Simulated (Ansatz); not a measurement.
**[B(OH)4]- (BH₄O₄−): structure and electronic state**

Aim: characterise [B(OH)4]- (BH₄O₄−) as a singlet: its structure, frontier levels and distribution of charge.

Computed with Ansatz 0.2.0, Gaussian basis. Level: RKS PBE0-D4/def2-TZVPD.

The runs, in order: relaxation at r2SCAN-D4/def2-SVPD; a search for the lowest solution at PBE0-D4/def2-SVP; a single point at PBE0-D4/def2-TZVPD; harmonic vibrations at r2SCAN-D4/def2-SVPD.

### 1 The starting structure

9 atoms, charge -1, spin multiplicity 1.

Atoms are counted from 1 here; the program's logs count them from 0.

Bond lengths: B1–O2 1.486 Å, B1–O4 1.486 Å, B1–O6 1.485 Å, B1–O8 1.486 Å, O2–H3 0.955 Å, O4–H5 0.955 Å, O6–H7 0.955 Å, O8–H9 0.955 Å. Angles: O2–B1–O4 107.8°, O2–B1–O6 107.9°, O2–B1–O8 112.7°, O4–B1–O6 112.7°, O4–B1–O8 107.9°, O6–B1–O8 107.8°, B1–O2–H3 105.8°, B1–O4–H5 105.8°, B1–O6–H7 105.8°, B1–O8–H9 105.9°.

The ion is computed in the gas phase, without counter-ions or solvent.

The start is a GFN2-xTB geometry.

### 2 Optimising with r2SCAN-D4/def2-SVPD

Contents of in.yaml:

```yaml
crystal:
  periodic: [false, false, false]
  atoms:
    - {symbol: B, position_ang: [0.001980, 0.000190, -0.002420]}
    - {symbol: O, position_ang: [0.002120, 0.021100, 1.483390]}
    - {symbol: H, position_ang: [-0.871520, 0.309310, 1.740120]}
    - {symbol: O, position_ang: [1.416260, 0.001090, -0.458040]}
    - {symbol: H, position_ang: [1.875840, 0.606280, 0.120420]}
    - {symbol: O, position_ang: [-0.754300, 1.187720, -0.475530]}
    - {symbol: H, position_ang: [-0.991820, 1.001630, -1.381490]}
    - {symbol: O, position_ang: [-0.656680, -1.209670, -0.558520]}
    - {symbol: H, position_ang: [-0.021870, -1.917660, -0.467920]}
basis:
  gaussian: {orbitals: def2-SVPD}
total_charge: -1
hamiltonian: {xc: r2scan, dispersion: d4}
scf: {lower_state_search: "off"}
output: {orbitals: {seedname: orbitals}}
relax: {f_tol: 0.02, max_steps: 100}
```

Started as:

```bash
$ ansatz run in.yaml --threads 2 --pin off --events-out ev --progress --plain --max-ram 4352MiB
```

The runs that follow: Searching for the lowest solution, PBE0-D4/def2-SVP; Single point, PBE0-D4/def2-TZVPD; Vibrations by finite differences.

Q: Predict the results of all the runs planned. Wanted: commonest bond, hydrogen aside; HOMO, LUMO at PBE0-D4/def2-TZVPD; lowest, highest wavenumber.

The runs gave:

| quantity | value |
| --- | --- |
| commonest bond, hydrogen aside | B–O, 4 of mean length 1.483 Å |
| HOMO, LUMO at PBE0-D4/def2-TZVPD | -2.29, 3.71 eV |
| lowest, highest wavenumber | 176, 3873 cm⁻¹ |

In words: The molecule keeps its bonding pattern by the stored test; the atoms moved 0.02 Å (rms). All wavenumbers are real: a minimum at this level. The HOMO lies nearest to O4, O6 about 30 % each; O2, O8 about 15 % each and the LUMO to 4 H atoms about 18 % each; 4 O atoms about 7 % each.
